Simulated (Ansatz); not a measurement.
# CH3NO (formaldoxime): B3LYP/6-31G(d) (spherical functions)

What is the electronic atomisation energy of CH3NO (formaldoxime) at B3LYP/6-31G* (spherical functions)? 

The calculation is run with Ansatz 0.2.0.

57 further runs of the same task are left out: 57 set aside as unsound or not needed.

## (1) The structure to begin with

CH3NO has 6 atoms, charge 0, and is taken as a singlet. SMILES: `C=NO`. Geometry: relaxed at PBE0-D4/def2-TZVP. This is one conformer, not always the lowest.

Bond lengths: C1–N2 1.263 Å, N2–O3 1.378 Å, C1–H4 1.083 Å, C1–H5 1.089 Å, O3–H6 0.961 Å. Angles: C1–N2–O3 112.0°, N2–C1–H4 116.5°, N2–C1–H5 122.7°, N2–O3–H6 103.2°, H4–C1–H5 120.7°.

## (2) A single-point energy at B3LYP/6-31G(d) (spherical functions)

molecule.yaml reads:

```yaml
crystal:
  periodic: [false, false, false]
  atoms:
    - {symbol: C, position_ang: [-0.641460, 0.275060, -0.529500]}
    - {symbol: "N", position_ang: [-0.060370, -0.588400, 0.185960]}
    - {symbol: O, position_ang: [1.092090, -0.094130, 0.757850]}
    - {symbol: H, position_ang: [-1.557810, -0.036720, -1.015390]}
    - {symbol: H, position_ang: [-0.256650, 1.285210, -0.662960]}
    - {symbol: H, position_ang: [1.424190, -0.841030, 1.264030]}
basis:
  gaussian:
    orbitals: 6-31G_st_-spherical.json
output: {orbitals: {seedname: orbitals}}
hamiltonian:
  xc: {name: B3LYP}
total_charge: 0
accuracy: high
```

The basis set 6-31G* is read from a file made from the Basis Set Exchange's data (not shown).

Run with:

```bash
$ ansatz run molecule.yaml --threads 1 --pin off --max-ram 3480MiB --events-out events.jsonl --progress --plain --runs-dir runs
```

Output:

```text
Warning: RAYON_NUM_THREADS=1 ignored (pool sized by the plan → 1); use --threads N
Functional definition: B3LYP
  name "B3LYP"
  parameter a0 = 0.2
  parameter ax = 0.72
  parameter ac = 0.81
  exchange = (1 - a0 - ax)*slater_x + ax*b88_x + a0*exact_x
  correlation = (1 - ac)*vwn_rpa_c + ac*lyp_c
1082 factors; integrals over basis functions are off by at most 2.9e-9 eV
mean field evaluation 1: about -4617.6161 eV, gradient 3.8e1 eV
mean field evaluation 2: about -4617.0736 eV, gradient 4.3e1 eV
mean field evaluation 4: about -4620.5949 eV, gradient 1.9e0 eV
mean field evaluation 8: about -4620.5947 eV, gradient 2.8e-1 eV
mean field evaluation 16: about -4620.5948 eV, gradient 7.3e-7 eV
mean field -4620.59480211 eV, -169.8037270258 hartree, gradient 1.7e-8 eV, S^2 0.000000; 0 other end points of the search recorded, 0 dependent functions left out
reference -4620.59482791 eV, -169.8037279741 hartree; 12, 12 occupied and 36, 36 virtual orbitals, 1082 factors
Total energy: -4620.59482791 eV, -169.8037279741 hartree
```

Wall time 2.2 s (1 thread of Arm Neoverse V1, shared host); peak memory 0.12 GiB.

## (3) The C atom, same level

input.yaml reads:

```yaml
crystal:
  periodic: [false, false, false]
  atoms:
    - symbol: C
      position_ang: [0.000000, 0.000000, 0.000000]
basis:
  gaussian: {orbitals: 6-31G_st_-spherical.json}
magnetization: {spin_polarized: true, initial_magnetization: 2}
hamiltonian: {xc: {name: B3LYP}}
accuracy: high
```

The basis set 6-31G* is read from a file made from the Basis Set Exchange's data (not shown).

Run the same way, it converges to -37.84469 Eh (log not shown).

## (4) The H atom

input.yaml reads:

```yaml
crystal:
  periodic: [false, false, false]
  atoms:
    - {symbol: H, position_ang: [0.000000, 0.000000, 0.000000]}
basis:
  gaussian:
    orbitals: "6-31G*"
magnetization:
  spin_polarized: true
  initial_magnetization: 1
hamiltonian:
  xc: {name: B3LYP}
accuracy: high
```

Run with:

```bash
$ ansatz run input.yaml --threads 1 --pin off --max-ram 3480MiB --events-out events.jsonl --progress --plain --runs-dir runs
```

Output:

```text
Warning: RAYON_NUM_THREADS=1 ignored (pool sized by the plan → 1); use --threads N
Functional definition: B3LYP
  name "B3LYP"
  parameter a0 = 0.2
  parameter ax = 0.72
  parameter ac = 0.81
  exchange = (1 - a0 - ax)*slater_x + ax*b88_x + a0*exact_x
  correlation = (1 - ac)*vwn_rpa_c + ac*lyp_c
3 factors; integrals over basis functions are off by at most 5.4e-10 eV
mean field evaluation 1: about -13.6135 eV, gradient 2.1e-1 eV
mean field evaluation 2: about -13.6127 eV, gradient 2.0e-1 eV
mean field evaluation 4: about -13.6131 eV, gradient 4.2e-7 eV
mean field evaluation 8: about -13.6131 eV, gradient 8.0e-10 eV
mean field -13.61309805 eV, -0.5002721262 hartree, gradient 8.6e-9 eV, S^2 0.750000; 0 other end points of the search recorded, 0 dependent functions left out
reference -13.61311596 eV, -0.5002727842 hartree; 1, 0 occupied and 1, 2 virtual orbitals, 3 factors
Total energy: -13.61311596 eV, -0.5002727842 hartree
```

Run time: 0.12 s. Hardware: 1 thread of Arm Neoverse V1, shared host.

## (5) The N atom

in.yaml reads:

```yaml
crystal:
  periodic: [false, false, false]
  atoms:
    - symbol: "N"
      position_ang: [0.000000, 0.000000, 0.000000]
basis:
  gaussian: {orbitals: 6-31G_st_-spherical.json}
accuracy: high
hamiltonian: {xc: {name: B3LYP}}
magnetization: {spin_polarized: true, initial_magnetization: 3}
```

The basis set 6-31G* is read from a file made from the Basis Set Exchange's data (not shown).

Run the same way, it converges to -54.58288 Eh (log not shown).

## (6) The O atom at the same level

run.yaml reads:

```yaml
basis:
  gaussian:
    orbitals: 6-31G_st_-spherical.json
crystal:
  periodic: [false, false, false]
  atoms:
    - symbol: O
      position_ang: [0.000000, 0.000000, 0.000000]
magnetization:
  spin_polarized: true
  initial_magnetization: 2
hamiltonian:
  xc: {name: B3LYP}
accuracy: high
```

The basis set 6-31G* is read from a file made from the Basis Set Exchange's data (not shown).

Run the same way, it converges to -75.05940 Eh (log not shown).

## (7) What came out

Level: B3LYP/6-31G* (spherical functions).

| quantity | value |
| --- | --- |
| molecule: total energy | -169.80373 Eh |
| molecule: HOMO energy | -7.16 eV |
| molecule: LUMO energy | 0.08 eV |
| molecule: HOMO–LUMO gap | 7.24 eV |
| C atom: total energy | -37.84469 Eh |
| C atom: ⟨S²⟩ | 2.002 |
| H atom: total energy | -0.50027 Eh |
| H atom: ⟨S²⟩ | 0.750 |
| N atom: total energy | -54.58288 Eh |
| N atom: ⟨S²⟩ | 3.752 |
| O atom: total energy | -75.05940 Eh |
| O atom: ⟨S²⟩ | 2.002 |
| electronic atomisation energy | 22.203 eV |

What this shows: Taking the molecule apart into free atoms costs 22.20 eV (2142 kJ/mol), before zero-point energy and without spin-orbit coupling.
